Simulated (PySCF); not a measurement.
# C3H10GeO: geometry, NMR shifts, spin-spin couplings, electronic excitations and core binding energies

What NMR shifts, spin-spin couplings, electronic excitations and core binding energies should C3H10GeO (`CC(C)[O][GeH3]`) show?

Computed with PySCF 2.14.0, with density-fitted response routines of our own, on a single molecule in the gas phase. Atoms count from 0, in the outputs and in this text.

### 1 Starting geometry

15 atoms, charge 0, multiplicity 1; geometry from: GFN2-xTB. The atoms were then displaced at random by about 0.03 Å, so the start is not that level's minimum.

Bonds of the start (Å): C0–C1 1.43, C1–C2 1.55, C1–O3 1.49, O3–Ge4 1.63, C0–H5 1.14, C0–H6 1.11, C0–H7 1.15, C1–H8 1.16, C2–H9 1.12, C2–H10 1.11, C2–H11 1.01, Ge4–H12 1.45, Ge4–H13 1.42, Ge4–H14 1.51.

### 2 Relaxing the molecule at PBE0-D3(BJ)/def2-SVP

What the job is given:

```
{"job": {"xc": "PBE0", "basis": "def2-SVP", "d3": "d3bj", "grid": 1, "shake": 0.03, "kind": "geom"}, "charge": 0, "multiplicity": 1}
C     -1.009470     1.300080     0.229010
C     -0.361890     0.046750     0.464900
C     -1.387580    -1.106960     0.568350
O      0.631390    -0.188540    -0.626350
Ge     2.258440    -0.303890    -0.614240
H     -1.762480     1.611080     1.027620
H     -1.604360     1.303660    -0.710450
H     -0.303490     2.202780     0.109910
H      0.215950     0.161990     1.468100
H     -0.791940    -2.038260     0.771920
H     -2.020700    -0.948940     1.464080
H     -1.894350    -1.178010    -0.298510
H      2.647840    -1.403590     0.243380
H      2.496160    -0.473420    -2.008340
H      2.844880     0.955140    -0.031650
```

Run with:

```sh
> OMP_NUM_THREADS=1 python probes_run.py task.json out
```

This one command runs all jobs of the session in turn.

**Question.** This job is followed by: GIAO PBE0/pcSseg-1 NMR shielding, non-relativistic, gas phase; B3LYP/pcJ-1 Ge:pcSseg-1 indirect spin-spin coupling, non-relativistic, gas phase; TDDFT CAM-B3LYP/def2-SVPD, vertical, gas phase, core orbitals frozen in the response; GIAO PBE0/pcSseg-2 NMR shielding, non-relativistic, gas phase; delta-SCF UKS SCAN, pcX-2 on the ionised atom, pcseg-1 elsewhere, spin-free X2C. Predict these results of the whole session: rotational constants (main isotopes); 13C shifts against TMS (PBE0/pcSseg-1, means over atoms taken as alike); 1H shifts against TMS (PBE0/pcSseg-1, means over atoms taken as alike); 17O shifts against H2O (PBE0/pcSseg-1); 73Ge shifts against GeMe4 (PBE0/pcSseg-1); surface potential, 1st and 99th percentile; largest coupling of the table (B3LYP/pcSseg-1+pcJ-1); lowest singlet (CAM-B3LYP/def2-SVPD); brightest single state of those computed; lowest triplet; vertical ionisation energy (ΔSCF); C1s binding energies, SCAN/pcX-2; O1s binding energies, SCAN/pcX-2; range of the shift of C1.

The runs gave:

```
                                                               quantity                        value
                                   rotational constants (main isotopes)         6.95, 1.48, 1.31 GHz
13C shifts against TMS (PBE0/pcSseg-1, means over atoms taken as alike)               70.8, 26.2 ppm
 1H shifts against TMS (PBE0/pcSseg-1, means over atoms taken as alike)         4.94, 3.45, 1.13 ppm
                                 17O shifts against H2O (PBE0/pcSseg-1)                     33.3 ppm
                              73Ge shifts against GeMe4 (PBE0/pcSseg-1)                      -84 ppm
                                  surface potential, 1st and 99th percentile           -1.50 V and 1.15 V
                   largest coupling of the table (B3LYP/pcSseg-1+pcJ-1)      1J(C,H) C1–H8, 137.8 Hz
                                   lowest singlet (CAM-B3LYP/def2-SVPD)  6.64 eV (187 nm), f = 0.006
                               brightest single state of those computed  state 8, 8.46 eV, f = 0.050
                                                         lowest triplet                      6.28 eV
                                      vertical ionisation energy (ΔSCF)                      9.76 eV
                                       C1s binding energies, SCAN/pcX-2      C1 291.99, C0 290.43 eV
                                       O1s binding energies, SCAN/pcX-2                 O3 537.21 eV
                                               range of the shift of C1             70.8 to 74.1 ppm
```

In words: The start was shaken at random, so part of the energy gained undoes that. The optimisation took 6 steps and gained 1.295 eV; among the close pairs (by a distance rule), O3–Ge4 changed most, from 1.631 to 1.780 Å. The most deshielded carbon is C1 (sp3 CH bonded to O), at 70.8 ppm: pulled downfield by the heteroatom. At PBE0/pcSseg-1: The largest span, 345 ppm, is at Ge4, where the paramagnetic term is -1343 ppm. In the run at B3LYP/pcSseg-1+pcJ-1, the largest coupling of the table is C1–H8, 137.8 Hz, of which the Fermi-contact term gives 136.5 Hz. Couplings across rotatable bonds belong to this one conformer; where others are populated, the observed values are averages. The lowest singlet, at 6.64 eV, is HOMO→LUMO+1 0.57, HOMO→LUMO 0.34 and is weak; of the 10 states computed, the strongest absorption comes from state 8 at 8.46 eV. The lowest triplet lies 0.36 eV below the lowest singlet (triplets in Tamm-Dancoff, singlets in full TDDFT). ΔSCF puts the ionisation energy at 9.76 eV, 0.69 eV above −ε(HOMO). In ppm, C1 moves most: its shift spreads over 3.3 ppm, from 70.8 (PBE0/pcSseg-1) to 74.1 (PBE0/pcSseg-2). Spin-orbit coupling is left out, which matters for shieldings and couplings at and beside the heavy atoms.
